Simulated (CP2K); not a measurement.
# GFN1-xTB run of C3H7B2F (SMILES BB(F)/C=C/C)

What is the vertical singlet–triplet gap of C3H7B2F at GFN1-xTB? 

The results are computed with CP2K 2026.2.

2 further runs of the same task are left out: 2 set aside as unsound or not needed.

## (1) Starting point

C3H7B2F: 13 atoms, total charge 0, spin state singlet. SMILES: `BB(F)/C=C/C`. Geometry: a rough force-field guess. This is one conformer, not always the lowest.

Bond lengths: B1–B2 1.666 Å, B2–F3 1.415 Å, B2–C4 1.547 Å, C4–C5 1.287 Å, C5–C6 1.519 Å, B1–H7 1.130 Å, B1–H8 1.197 Å, C4–H9 1.153 Å, C5–H10 1.093 Å, C6–H11 1.096 Å, C6–H12 1.112 Å, C6–H13 1.149 Å. Some angles: B1–B2–F3 117.1°, B1–B2–C4 125.1°, F3–B2–C4 117.8°, B2–C4–C5 126.8°, C4–C5–C6 123.6°, B2–B1–H7 122.1°, B2–B1–H8 115.0°, B2–C4–H9 116.2°, C5–C4–H9 116.9°, C4–C5–H10 118.9°.

## (2) Energy and gradient at GFN1-xTB

Input file molecule.xyz:

```xyz
13

B     -0.255800    -2.901700    -0.347200
B      0.546400    -1.460600    -0.110700
F      1.954500    -1.520800     0.020300
C     -0.125500    -0.069200    -0.035700
C      0.462200     1.061100     0.150400
C     -0.273100     2.387900     0.237900
H      0.289200    -3.889200    -0.413100
H     -1.440400    -2.805000    -0.485400
H     -1.276300    -0.054500    -0.102800
H      1.543600     1.074400     0.306000
H      0.438000     3.199200     0.430300
H     -0.981400     2.360500     1.094700
H     -0.860900     2.583000    -0.729800
```

Input file molecule.inp:

```
&FORCE_EVAL
   METHOD QUICKSTEP
   &DFT
      &QS
         METHOD XTB
         EPS_DEFAULT 1.0E-10
         &XTB
            GFN_TYPE 1
            CHECK_ATOMIC_CHARGES F
         &END
      &END
      &POISSON
         PERIODIC NONE
         POISSON_SOLVER ANALYTIC
      &END
      &SCF
         SCF_GUESS ATOMIC
         EPS_SCF 1.0E-07
         MAX_SCF 40
         &OT
            MINIMIZER DIIS
            PRECONDITIONER FULL_SINGLE_INVERSE
         &END
         &OUTER_SCF
            EPS_SCF 1.0E-07
            MAX_SCF 8
         &END
      &END
      &PRINT
         &MOMENTS
            PERIODIC F
            REFERENCE COM
            MAX_MOMENT 1
         &END
         &MO_CUBES
            NLUMO 1
            NHOMO -1
            WRITE_CUBE F
         &END
         &HIRSHFELD OFF
         &END
      &END
   &END
   &SUBSYS
      &CELL
         ABC 13.4 17.1 11.8
         PERIODIC NONE
      &END
      &TOPOLOGY
         COORD_FILE_NAME molecule.xyz
         COORD_FILE_FORMAT XYZ
         &CENTER_COORDINATES
         &END
      &END
   &END
   &PRINT
      &FORCES ON
      &END
   &END
&END

&GLOBAL
   PROJECT molecule
   RUN_TYPE ENERGY_FORCE
   PRINT_LEVEL MEDIUM
&END
```

Run with:

```console
$ OMP_NUM_THREADS=1 cp2k.psmp -i molecule.inp -o molecule.out
```

The log of the run:

```text
CP2K| version string:                                       CP2K version 2026.2
[...]
 GLOBAL| Method name                                                        CP2K
[...]
 GLOBAL| Run type                                                   ENERGY_FORCE
[...]
                             - Atoms:                                         13
[...]
                             - Spherical basis functions:                     38
[...]
 Number of electrons:                                                         32
[...]
     1 OT DIIS     0.80E-01    0.0     0.04351984       -17.9836304675 -1.80E+01
[...]
    15 OT DIIS     0.80E-01    0.0     0.00000008       -18.0292479486 -6.22E-13
  *** SCF run converged in    15 steps ***
[...]
 TB_DIPOLE| Moment [Debye]         -1.70775635       1.28446665       0.02747400
 TB_DIPOLE| Derivative [a.u.]       0.00000000       0.00000000       0.00000000
[...]
 ENERGY| Total FORCE_EVAL ( QS ) energy [hartree]            -18.029247948573321
 FORCES| Atomic forces [hartree/bohr]
 FORCES|   Atom     x               y               z               |f|
 FORCES|      1 -1.21857693E-02  3.01724012E-02  7.06383598E-04   3.25478992E-02
 FORCES|      2  2.44909700E-02 -1.45640027E-03  2.87250661E-03   2.47018219E-02
 FORCES|      3 -3.11734917E-02  7.22442208E-03 -2.50494163E-03   3.20975636E-02
 FORCES|      4 -5.88955280E-02 -5.78349514E-02 -8.18556580E-03   8.29491911E-02
 FORCES|      5  2.77787544E-02  6.26112231E-02  1.23459501E-02   6.96006246E-02
 FORCES|      6 -7.60197760E-03 -1.44514136E-03 -9.97753404E-03   1.26265467E-02
 FORCES|      7  8.04982532E-03 -2.67393968E-02 -1.87256112E-03   2.79875243E-02
 FORCES|      8  2.47159003E-03 -7.45460922E-03  6.28370203E-05   7.85391014E-03
 FORCES|      9  3.20070994E-02 -3.65367219E-03 -1.63103090E-03   3.22562242E-02
 FORCES|     10 -2.02728974E-03  4.63658020E-03 -2.81345668E-03   5.78993248E-03
 FORCES|     11 -4.42728223E-03 -1.39946684E-03 -4.60417707E-03   6.53894348E-03
 FORCES|     12  5.33023545E-03 -2.38466324E-04 -1.18896050E-02   1.30319217E-02
 FORCES|     13  1.61828639E-02 -4.42252212E-03  2.74911949E-02   3.22057384E-02
[...]
```

It took 1.1 s on 1 thread of Intel Xeon Platinum 8488C (Sapphire Rapids), shared host; peak memory 0.2 GiB.

## (3) The triplet

molecule.xyz is that of step 2.

Input file molecule.inp:

```
&GLOBAL
    PROJECT_NAME molecule
    RUN_TYPE ENERGY_FORCE
    PRINT_LEVEL MEDIUM
&END GLOBAL

&FORCE_EVAL
    METHOD Quickstep
    &DFT
        CHARGE 0
        MULTIPLICITY 3
        UKS T
        &QS
            METHOD XTB
            EPS_DEFAULT 1.0E-10
            &XTB
                GFN_TYPE 1
                CHECK_ATOMIC_CHARGES F
            &END XTB
        &END QS
        &POISSON
            PERIODIC NONE
            POISSON_SOLVER ANALYTIC
        &END POISSON
        &SCF
            SCF_GUESS ATOMIC
            EPS_SCF 1.0E-07
            MAX_SCF 30
            &OT ON
                MINIMIZER CG
                PRECONDITIONER FULL_SINGLE_INVERSE
            &END OT
            &OUTER_SCF
                EPS_SCF 1.0E-07
                MAX_SCF 10
            &END OUTER_SCF
        &END SCF
        &PRINT
            &MOMENTS
                PERIODIC F
                REFERENCE COM
                MAX_MOMENT 1
            &END MOMENTS
            &MO_CUBES
                NLUMO 1
                NHOMO -1
                WRITE_CUBE F
            &END MO_CUBES
            &HIRSHFELD OFF
            &END HIRSHFELD
        &END PRINT
    &END DFT
    &SUBSYS
        &CELL
            ABC [angstrom] 13.4 17.1 11.8
            PERIODIC NONE
        &END CELL
        &TOPOLOGY
            COORD_FILE_NAME molecule.xyz
            COORD_FILE_FORMAT XYZ
            &CENTER_COORDINATES
            &END CENTER_COORDINATES
        &END TOPOLOGY
    &END SUBSYS
    &PRINT
        &FORCES ON
        &END FORCES
    &END PRINT
&END FORCE_EVAL
```

Run with:

```console
$ OMP_NUM_THREADS=1 cp2k.psmp molecule.inp > molecule.out
```

The log of the run:

```text
CP2K| version string:                                       CP2K version 2026.2
[...]
 GLOBAL| Method name                                                        CP2K
[...]
 GLOBAL| Run type                                                   ENERGY_FORCE
[...]
                             - Atoms:                                         13
[...]
                             - Spherical basis functions:                     38
[...]
 Number of electrons:                                                         17
[...]
     1 OT CG       0.80E-01    0.1     0.02117667       -17.8986695504 -1.79E+01
[...]
    19 OT CG       0.19E+00    0.0     0.00000008       -17.9436061154 -4.39E-12
  *** SCF run converged in    19 steps ***
[...]
 TB_DIPOLE| Moment [Debye]         -1.65948224       1.41301823       0.04063957
 TB_DIPOLE| Derivative [a.u.]       0.00000000       0.00000000       0.00000000
[...]
 ENERGY| Total FORCE_EVAL ( QS ) energy [hartree]            -17.943606115416365
 FORCES| Atomic forces [hartree/bohr]
 FORCES|   Atom     x               y               z               |f|
 FORCES|      1 -1.48038718E-02  3.95956145E-02  1.80634202E-03   4.23111118E-02
 FORCES|      2  1.90842623E-02 -1.04623144E-02  1.85127130E-05   2.17639480E-02
 FORCES|      3 -2.79569191E-02  1.90089259E-04 -2.62301187E-03   2.80803428E-02
 FORCES|      4 -7.45087470E-02 -6.26712476E-02 -9.90557358E-03   9.78639824E-02
 FORCES|      5  3.98192958E-02  5.64916845E-02  1.26027697E-02   7.02546549E-02
 FORCES|      6 -1.23331146E-02 -1.38652616E-03 -1.04974680E-02   1.62549994E-02
 FORCES|      7  1.91013617E-02 -1.83416461E-02  2.09879628E-04   2.64824857E-02
 FORCES|      8  4.09210115E-03  3.31395857E-03  1.49058051E-03   5.47260847E-03
 FORCES|      9  3.24423763E-02 -6.07993769E-03 -1.62044982E-03   3.30469254E-02
 FORCES|     10 -2.30223223E-03  5.60044347E-03 -2.38546987E-03   6.50812621E-03
 FORCES|     11 -3.63356677E-03 -2.69998340E-03 -4.72634316E-03   6.54454258E-03
 FORCES|     12  5.01688988E-03  2.79239757E-04 -1.15578406E-02   1.26028108E-02
 FORCES|     13  1.59821643E-02 -3.82937477E-03  2.71880724E-02   3.17692456E-02
[...]
```

It took 1.8 s on 1 thread of Intel Xeon Platinum 8488C (Sapphire Rapids), shared host; peak memory 0.2 GiB.

## (4) What came out

At GFN1-xTB:

| quantity | value |
| --- | --- |
| singlet: total energy | -18.02925 Eh |
| singlet: dipole moment (from atomic charges alone) | 2.14 D |
| singlet: HOMO energy | -11.60 eV |
| singlet: dispersion energy | -10.16 kJ/mol |
| singlet: largest force on an atom | 4.265 eV/Å |
| triplet: total energy | -17.94361 Eh |
| triplet: dipole moment (from atomic charges alone) | 2.18 D |
| triplet: HOMO energy (highest over α and β) | -9.15 eV |
| triplet: dispersion energy | -10.16 kJ/mol |
| triplet: largest force on an atom | 5.032 eV/Å |
| vertical energy of the triplet above the singlet | 2.330 eV |

**Reading.** The method runs without spin polarisation, so open shells lack the exchange term that lowers high spin: such gaps come out too high and can have the wrong sign. The largest force (singlet) is 4.27 eV/Å: the shape isn't a stationary point for this species at this level. At this shape the triplet lies 2.33 eV (54 kcal/mol) above the singlet. The dipole (singlet) comes from point charges on the atoms alone, without atomic dipoles, so it is partial. The dipole (triplet) comes from point charges on the atoms alone, without atomic dipoles, so it is partial.
